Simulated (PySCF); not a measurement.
# CHFNSi (SMILES N#C[SiH]F) at 3 levels

Wanted: a comparison of 3 runs (CIS/6-311+G**, URI-MP2/ma-def2-TZVP) of CHFNSi. Input form: a Python script.

The results are computed with PySCF 2.14.0.

2 further runs of the same task are left out: 2 set aside as unsound or not needed.

## Step 1: The structure to begin with

The species is CHFNSi (5 atoms), meant as a doublet with charge 0. As SMILES, `N#C[SiH]F`. Geometry: relaxed at PBE0-D4/def2-TZVP.

Bond lengths: N1–C2 1.154 Å, C2–Si3 1.837 Å, Si3–F4 1.591 Å, Si3–H5 1.482 Å. Angles: N1–C2–Si3 173.9°, C2–Si3–F4 108.1°, C2–Si3–H5 109.3°, F4–Si3–H5 109.8°.

## Step 2: The excited states at CIS/6-311+G(d,p) (density fitting with cc-pvtz-jkfit) (run 1)

Input file run.py:

```python
from pyscf import gto, scf, tdscf

system = gto.M(
    atom='''
N    1.347400  -1.164000   1.391300
C    0.713800  -0.590000   0.616200
Si  -0.146100   0.297600  -0.743500
F   -1.590300  -0.347100  -0.917700
H   -0.274900   1.730000  -0.387600
''',
    charge=0,
    symmetry=True,
    verbose=4,
    spin=1,
    max_memory=1860,
    basis='6-311+g**',
)

mf = scf.UHF(system)
mf = mf.density_fit(auxbasis='cc-pvtz-jkfit')
mf.max_cycle = 100
mf.kernel()

etot = mf.e_tot
print('E = %.10f Eh' % etot)

td = tdscf.TDA(mf)
td.nstates = 4
td.kernel()
td.analyze()
roots = td.e * 27.211386
osc = td.oscillator_strength()
print('state   eV      nm      f')
for i, (w, f) in enumerate(zip(roots, osc), 1):
    print('%3d %9.4f %8.1f %9.5f' % (i, w, 1239.842 / w, f))
```

Run with:

```sh
$ OMP_NUM_THREADS=1 python run.py
```

Standard output:

```text
PySCF version 2.14.0

[... 132 lines left out ...]
converged SCF energy = -481.343446764908  <S^2> = 0.79639541  2S+1 = 2.0458694
[... 92 lines left out ...]
** Transition electric dipole moments (AU) **
[... 6 lines left out ...]
** Transition velocity dipole moments (imaginary part, AU) **
[... 6 lines left out ...]
** Transition magnetic dipole moments (imaginary part, AU) **
state          X           Y           Z
  1         0.0161     -0.1674      0.0620
  2         0.3174     -0.8068      0.3509
  3         0.1291      0.0797      0.0700
  4         0.0490     -0.1192      0.0388
state   eV      nm      f
  1    4.9366    251.2   0.00065
  2    5.0779    244.2   0.03469
  3    5.6723    218.6   0.00059
  4    5.7606    215.2   0.00326
```

Wall time 88 s (1 thread of Arm Neoverse V2, shared host); peak memory 0.22 GiB.

The roots found:

```
excited state  energy (eV)  strength
            1        4.937    0.0006
            2        5.078    0.0347
            3        5.672    0.0006
            4        5.761    0.0033
```

## Step 3: The energy at URI-MP2/ma-def2-TZVP (density fitting) (run 2)

Input file job.py:

```python
# N#C[SiH]F
from pyscf import gto, scf, mp
from pyscf import df

system = gto.M(
    atom=[
    ('N', (1.347400, -1.164000, 1.391300)),
    ('C', (0.713800, -0.590000, 0.616200)),
    ('Si', (-0.146100, 0.297600, -0.743500)),
    ('F', (-1.590300, -0.347100, -0.917700)),
    ('H', (-0.274900, 1.730000, -0.387600)),
],
    verbose=4,
    spin=1,
    basis='ma-def2-tzvp',
    max_memory=1860,
)

mf = scf.UHF(system)
mf = mf.density_fit(auxbasis=df.aug_etb(system, beta=2.0))
mf.max_cycle = 100
mf = mf.newton()
mf.kernel()

pt = mp.MP2(mf, frozen=8).density_fit().run()
e_tot = pt.e_tot
print('Final energy', e_tot)
mf.analyze()
```

Run with:

```sh
$ OMP_NUM_THREADS=1 python job.py
```

Standard output:

```text
PySCF version 2.14.0

[... 87 lines left out ...]
converged SCF energy = -481.385763676064  <S^2> = 0.7958463  2S+1 = 2.0453325
[... 38 lines left out ...]
Total Energy =                        -481.385763676063732
[... 2 lines left out ...]
Two-electron Energy =                  313.272574380269305
[... 5 lines left out ...]
MO #1   energy= -68.8768574527595  | -68.8699076669336  occ= 1 | 1
[... 3 lines left out ...]
MO #152 energy= 58.7698811583987   | 58.7717447076576   occ= 0 | 0
[... 176 lines left out ...]
Dipole moment(X, Y, Z, Debye): -0.50809,  2.22990, -2.14990
```

Run time: 80 s. Hardware: 1 thread of Arm Neoverse V2, shared host; peak memory 0.36 GiB.

## Step 4: The energy at URI-MP2/ma-def2-TZVP (sfX2C, density fitting) (run 3)

Input file run.py:

```python
# N#C[SiH]F
from pyscf import gto, mp
from pyscf import df

mol = gto.M(
    atom=[
    ('N', (1.347400, -1.164000, 1.391300)),
    ('C', (0.713800, -0.590000, 0.616200)),
    ('Si', (-0.146100, 0.297600, -0.743500)),
    ('F', (-1.590300, -0.347100, -0.917700)),
    ('H', (-0.274900, 1.730000, -0.387600)),
],
    max_memory=1860,
    basis='ma-def2-tzvp',
    charge=0,
    spin=1,
    verbose=4,
)

mf = mol.UHF()
mf = mf.x2c()
mf = mf.density_fit(auxbasis=df.aug_etb(mol, beta=2.0))
mf.max_cycle = 100
mf = mf.newton()
mf.kernel()

pt = mp.MP2(mf, frozen=8).density_fit().run()
e_tot = pt.e_tot
print('E = %.10f Eh' % e_tot)
mf.analyze()
```

Run with:

```sh
$ OMP_NUM_THREADS=1 python run.py
```

Standard output:

```text
PySCF version 2.14.0

[... 130 lines left out ...]
Total Energy =                        -482.052904414405873
[... 2 lines left out ...]
Two-electron Energy =                  313.445700271853241
[... 5 lines left out ...]
MO #1   energy= -69.0546118454222  | -69.0477244951782  occ= 1 | 1
[... 3 lines left out ...]
MO #152 energy= 57.8566509903219   | 57.8585362981056   occ= 0 | 0
[... 176 lines left out ...]
Dipole moment(X, Y, Z, Debye): -0.50575,  2.23282, -2.15100
```

Wall time 80 s (1 thread of Arm Neoverse V2, shared host); peak memory 0.37 GiB.

## Step 5: The series

```
run                                               level     task  integral approximation  energy (Eh)  dipole moment (D) of the reference  HOMO energy (eV)  LUMO energy (eV)  wall time
  1  CIS/6-311+G** (density fitting with cc-pvtz-jkfit)  excited           cc-pvtz-jkfit  -481.343447                                3.26            -10.76             -0.05       88 s
  2              URI-MP2/ma-def2-TZVP (density fitting)   energy                     etb  -482.053653                                3.14            -10.72              0.05       80 s
  3       URI-MP2/ma-def2-TZVP (sfX2C, density fitting)   energy                     etb  -482.721369                                3.14            -10.72              0.05       80 s
```

## Step 6: What came out

| quantity | value |
| --- | --- |
| run 3: total energy | -482.72137 Eh |
| run 3: dipole moment (Hartree–Fock density) | 3.14 D |
| run 3: HOMO energy (Hartree–Fock orbitals) (highest over α and β) | -10.72 eV |
| run 3: LUMO energy (Hartree–Fock orbitals) (lowest over α and β) | 0.05 eV |
| run 3: correlation energy (8 core orbitals frozen) | -668.5 mEh |
| run 3: ⟨S²⟩ of the reference determinant | 0.796 |

In words: Some runs of one species differ in core potentials or relativity; totals across that change don't compare. All runs together took 4.1 min, the longest 88 s.
